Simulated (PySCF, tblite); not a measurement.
# C8H9NSi: geometry, infrared bands and NMR shifts

What infrared bands and NMR shifts should C8H9NSi (`N#CCC1=C[C@@]2([SiH3])C=C[C@@H]12`) show?

The runs use tblite 0.8.0 and PySCF 2.14.0, with density-fitted response routines of our own; the level of theory stands in each step. All values are computed, except where a source is named. Atoms count from 0, in the outputs and in this text.

## 1. The starting structure

19 atoms, charge 0, multiplicity 1; geometry from: force field or distance geometry start.

Bonds of the start (Å): N0–C1 1.18, C1–C2 1.45, C2–C3 1.57, C3–C4 1.34, C4–C5 1.51, C5–Si6 1.87, C5–C7 1.51, C7–C8 1.35, C8–C9 1.52, C9–C3 1.54, C9–C5 1.54, C2–H10 1.10, C2–H11 1.09, C4–H12 1.09, Si6–H13 1.48, Si6–H14 1.49, Si6–H15 1.50, C7–H16 1.09, C8–H17 1.09, C9–H18 1.10.

## 2. Optimising the geometry with GFN2-xTB

The job: settings as JSON, then the geometry in Å.

```
{"job": {"kind": "relax", "xc": "GFN2-xTB", "basis": "xTB"}, "charge": 0, "multiplicity": 1}
N      3.711900    -0.164400     1.745900
C      3.178000    -0.166000     0.699000
C      2.532900    -0.189600    -0.599700
C      0.977600    -0.000800    -0.456700
C      0.020100     0.602100    -1.175900
C     -1.107800     0.184400    -0.258000
Si    -2.167100     1.508600     0.540400
C     -1.673000    -1.198300    -0.459800
C     -0.722700    -1.806300     0.283500
C     -0.024200    -0.499100     0.598300
H      2.918200     0.615400    -1.234300
H      2.717300    -1.137900    -1.111600
H      0.027400     1.168200    -2.103600
H     -3.158500     2.050800    -0.420800
H     -1.355200     2.659900     1.029900
H     -2.925800     0.981300     1.725000
H     -2.537000    -1.568100    -1.015700
H     -0.526800    -2.837800     0.563300
H      0.104700    -0.193100     1.643300
```

Run with:

```bash
OMP_NUM_THREADS=1 python probes_run.py task.json out
```

This one command runs all jobs of the session in turn.

**Question.** This job is followed by: GFN2-xTB harmonic vibrations, gas phase; GIAO PBE0/pcSseg-1 NMR shielding, non-relativistic, gas phase. What will the session give for the following? strongest single infrared mode (GFN2-xTB); zero-point energy (GFN2-xTB); ¹³C shifts against TMS (PBE0/pcSseg-1); ¹H shifts against TMS (PBE0/pcSseg-1, means over atoms taken as alike); ¹⁵N shifts against NH3 (PBE0/pcSseg-1); ²⁹Si shifts against TMS (PBE0/pcSseg-1); surface potential, 1st and 99th percentile.

The runs gave:

| quantity | value |
| --- | --- |
| strongest single infrared mode (GFN2-xTB) | 784 cm⁻¹, 412 km/mol |
| zero-point energy (GFN2-xTB) | 85.3 kcal/mol |
| ¹³C shifts against TMS (PBE0/pcSseg-1) | 157.9, 153.5, 152.4, 148.6, 120.7, 55.1, 48.0, 21.3 ppm |
| ¹H shifts against TMS (PBE0/pcSseg-1, means over atoms taken as alike) | 6.99, 6.94, 6.80, 4.12, 4.09, 3.25, 2.92 ppm |
| ¹⁵N shifts against NH3 (PBE0/pcSseg-1) | 299.3 ppm |
| ²⁹Si shifts against TMS (PBE0/pcSseg-1) | -74.1 ppm |
| surface potential, 1st and 99th percentile | -1.82 V and 1.32 V |

**Reading.** Relaxing lowered the energy by 0.326 eV in 103 steps; the close pair that moved most is C2–C3, from 1.573 to 1.494 Å. All 51 modes are real, so the xTB geometry is a minimum. GFN2-xTB is a fitted tight-binding method: band positions and strengths are rough. Its intensities can rank the bands wrongly. At PBE0/pcSseg-1: The largest span, 502 ppm, is at N0, where the paramagnetic term is -371 ppm. By nearest atom (PBE0/pcSseg-1), the HOMO sits on 4 C atoms about 21 % each and the LUMO on C3, C4 about 18 % each; C7, C8 about 14 % each.
